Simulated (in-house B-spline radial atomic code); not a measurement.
# Fe⁵⁺: excited configurations

Wanted: excitation energies of Fe⁵⁺ as differences of total energies (ΔSCF).

The numbers are computed with in-house B-spline radial atomic code version 1 (Dirac-Hartree-Fock, average of configuration, Fermi nucleus, basis-set limit), except any that are marked as measured or tabulated.

**1. What is computed**

| Quantity | Value |
| --- | --- |
| element | iron (Z = 26) |
| charge | +5 |
| electrons | 21 |
| configuration | [Ar] 3d3 |
| Hamiltonian | Dirac-Coulomb |
| nucleus | Fermi, rms radius 3.738 fm |

Outer shells as boxes (Hund's rule):

[Ar] 3d3
```
[Ar] core
3d [↑ ][↑ ][↑ ][  ][  ]
```

The boxes draw the filling by Hund's rule, which heavy ions in jj coupling don't follow; these runs average over all states of the configuration.

Settings of the run:

```ini
Z = 26
electrons = 21.0
configuration = [Ar] 3d3
hamiltonian = dirac
method = hf
spin_polarised = False
nucleus = fermi
rms_radius = 3.7377
mass_number = 56
atomic_mass = 55.934935537
speed_of_light = 137.035999084
```

From the earlier run of the reference: total energy -1264.878980 hartree. Levels, eight at most:

```
orbital  occupation  energy (eV)  <r> (bohr)
  2s1/2           2      -972.90      0.2651
  2p1/2           2      -846.82      0.2327
  2p3/2           4      -834.15      0.2357
  3s1/2           2      -198.17      0.7833
  3p1/2           2      -157.16      0.8095
  3p3/2           4      -155.37      0.8165
  3d3/2         1.2      -98.378      0.8616
  3d5/2         1.8      -98.172      0.8638
```

**2. Configuration [Ne] 3s2 3p5 3d3 7f1**

Settings of the run:

```ini
Z = 26
electrons = 21.0
configuration = [Ne] 3s2 3p5 3d3 7f1
hamiltonian = dirac
method = hf
spin_polarised = False
nucleus = fermi
rms_radius = 3.7377
mass_number = 56
atomic_mass = 55.934935537
speed_of_light = 137.035999084
```

**3. Configuration [Ne] 3s2 3p5 3d3 6p1**

Changes to the settings of step 2:

```diff
@@ -2,3 +2,3 @@
 electrons = 21.0
-configuration = [Ne] 3s2 3p5 3d3 7f1
+configuration = [Ne] 3s2 3p5 3d3 6p1
 hamiltonian = dirac
```

**4. [Ar] 3d2 6g1**

Changes to the settings of step 3:

```diff
@@ -2,3 +2,3 @@
 electrons = 21.0
-configuration = [Ne] 3s2 3p5 3d3 6p1
+configuration = [Ar] 3d2 6g1
 hamiltonian = dirac
```

**5. [Ar] 3d2 4s1**

Changes to the settings of step 4:

```diff
@@ -2,3 +2,3 @@
 electrons = 21.0
-configuration = [Ar] 3d2 6g1
+configuration = [Ar] 3d2 4s1
 hamiltonian = dirac
```

**6. Run with [Ar] 3d2 4p1**

Changes to the settings of step 5:

```diff
@@ -2,3 +2,3 @@
 electrons = 21.0
-configuration = [Ar] 3d2 4s1
+configuration = [Ar] 3d2 4p1
 hamiltonian = dirac
```

**7. Run with [Ar] 3d2 6f1**

Changes to the settings of step 6:

```diff
@@ -2,3 +2,3 @@
 electrons = 21.0
-configuration = [Ar] 3d2 4p1
+configuration = [Ar] 3d2 6f1
 hamiltonian = dirac
```

**8. Configuration [Ar] 3d2 6s1**

Changes to the settings of step 7:

```diff
@@ -2,3 +2,3 @@
 electrons = 21.0
-configuration = [Ar] 3d2 6f1
+configuration = [Ar] 3d2 6s1
 hamiltonian = dirac
```

**9. [Ar] 3d2 4d1**

Changes to the settings of step 8:

```diff
@@ -2,3 +2,3 @@
 electrons = 21.0
-configuration = [Ar] 3d2 6s1
+configuration = [Ar] 3d2 4d1
 hamiltonian = dirac
```

Before running: How far above the reference does each configuration lie (order and size, in eV)?

The runs gave:

| net move | configuration | energy above the reference (eV) | with Breit, QED, recoil (eV) | largest <r> (bohr) |
| --- | --- | --- | --- | --- |
| 3d → 4s | [Ar] 3d2 4s1 | 31.001 | 31.039 | 1.92 |
| 3d → 4p | [Ar] 3d2 4p1 | 40.654 | 40.681 | 2.11 |
| 3d → 4d | [Ar] 3d2 4d1 | 54.838 | 54.852 | 2.53 |
| 3d → 6s | [Ar] 3d2 6s1 | 74.956 | 74.975 | 5.72 |
| 3d → 6f | [Ar] 3d2 6f1 | 82.565 | 82.580 | 7.76 |
| 3d → 6g | [Ar] 3d2 6g1 | 82.854 | 82.869 | 7.32 |
| 3p → 6p | [Ne] 3s2 3p5 3d3 6p1 | 134.43 | 134.37 | 6.15 |
| 3p → 7f | [Ne] 3s2 3p5 3d3 7f1 | 143.77 | 143.70 | 11.0 |

Quantum defects of the promoted electron, δ = n − ζ/√(−2ε) with ζ = 6 and ε its orbital energy in hartree:

| promotion | δ |
| --- | --- |
| 3d → 4s | 1.266 |
| 3d → 4p | 1.039 |
| 3d → 4d | 0.575 |
| 3d → 6s | 1.229 |
| 3d → 6f | 0.065 |
| 3d → 6g | 0.003 |
| 3p → 6p | 0.994 |
| 3p → 7f | 0.073 |

The energies run from 31.001 eV (3d → 4s) to 143.77 eV (3p → 7f). Koopmans' estimate of the ionisation threshold is 98.172 eV; 2 configurations exceed it by over 2 % and could autoionise. Of those tabulated, the defect is largest for 4s (1.27) and least for 6g (0.00): low angular momentum penetrates the core, high angular momentum stays outside it. Two partly filled shells share a symmetry and can mix in the average, which may lower the energy, for: 3d → 4d; 3p → 6p. These are averages over configurations, without correlation, not spectroscopic levels.
